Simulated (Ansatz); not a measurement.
**BBrFH₂N: basis-set convergence**

An exercise on one series of results from a longer session: the logs are not shown, and one member is left open.

The runs use Ansatz 0.2.0, Gaussian basis; one geometry, several basis sets.

The runs, in order: PBE0-D4/def2-SVP; ωB97M-V/def2-SVP; PBE0-D4/def2-QZVPP; ωB97M-V/def2-QZVPP; the functionals' def2-TZVPP values are taken from earlier runs.

### The relaxed structure

All runs share one geometry, relaxed beforehand with PBE0-D4 in a triple-zeta def2 set.

SMILES `NB(F)Br`, 6 atoms, charge 0, spin multiplicity 1.

Atoms are counted from 1 here; the program's logs count them from 0.

Bond lengths: N1–B2 1.386 Å, N1–H5 1.003 Å, N1–H6 1.006 Å, B2–F3 1.326 Å, B2–Br4 1.931 Å. Angles: B2–N1–H5 122.8°, B2–N1–H6 121.9°, H5–N1–H6 115.3°, N1–B2–F3 121.0°, N1–B2–Br4 120.9°, F3–B2–Br4 118.1°.

Geometry (Å):

```
N     0.0514    0.7765    0.1106
B     0.0419   -0.6070    0.0352
F     0.5595   -1.3472    1.0061
Br   -0.7260   -1.5121   -1.4877
H    -0.3325    1.3629   -0.6075
H     0.4477    1.2629    0.8970
```

Set-up of the first run:

in.yaml reads:

```yaml
crystal:
  periodic: [false, false, false]
  atoms:
    - {symbol: N, position_ang: [0.051374, 0.776534, 0.110610]}
    - {symbol: B, position_ang: [0.041868, -0.607022, 0.035240]}
    - {symbol: F, position_ang: [0.559512, -1.347204, 1.006065]}
    - {symbol: Br, position_ang: [-0.725958, -1.512110, -1.487684]}
    - {symbol: H, position_ang: [-0.332459, 1.362901, -0.607536]}
    - {symbol: H, position_ang: [0.447664, 1.262901, 0.897005]}
basis:
  gaussian: {orbitals: def2-SVP}
hamiltonian: {xc: pbe0, dispersion: d4}
output: {orbitals: {seedname: orbitals}}
```

Steps of the session up to this table: PBE0-D4 in def2-SVP; ωB97M-V in def2-SVP; PBE0-D4 in def2-QZVPP; ωB97M-V in def2-QZVPP.

One of the session's tables, all rows but one given; the rest of the session is left out.

It belongs to the step «Density functionals: the series». 

```
functional       basis  HOMO (eV)  LUMO (eV)
   PBE0-D4    def2-SVP      -8.09       1.12
   PBE0-D4  def2-TZVPP          ?          ?
   PBE0-D4  def2-QZVPP      -8.31       0.42
   ωB97M-V    def2-SVP     -10.31       3.17
   ωB97M-V  def2-TZVPP     -10.52       1.93
   ωB97M-V  def2-QZVPP     -10.55       1.60
```

Estimate the missing values for PBE0-D4, def2-TZVPP.

The run gave: HOMO (eV): -8.28; LUMO (eV): 0.62. In the column «HOMO (eV)» it lies between PBE0-D4, def2-QZVPP (-8.31) and PBE0-D4, def2-SVP (-8.09).
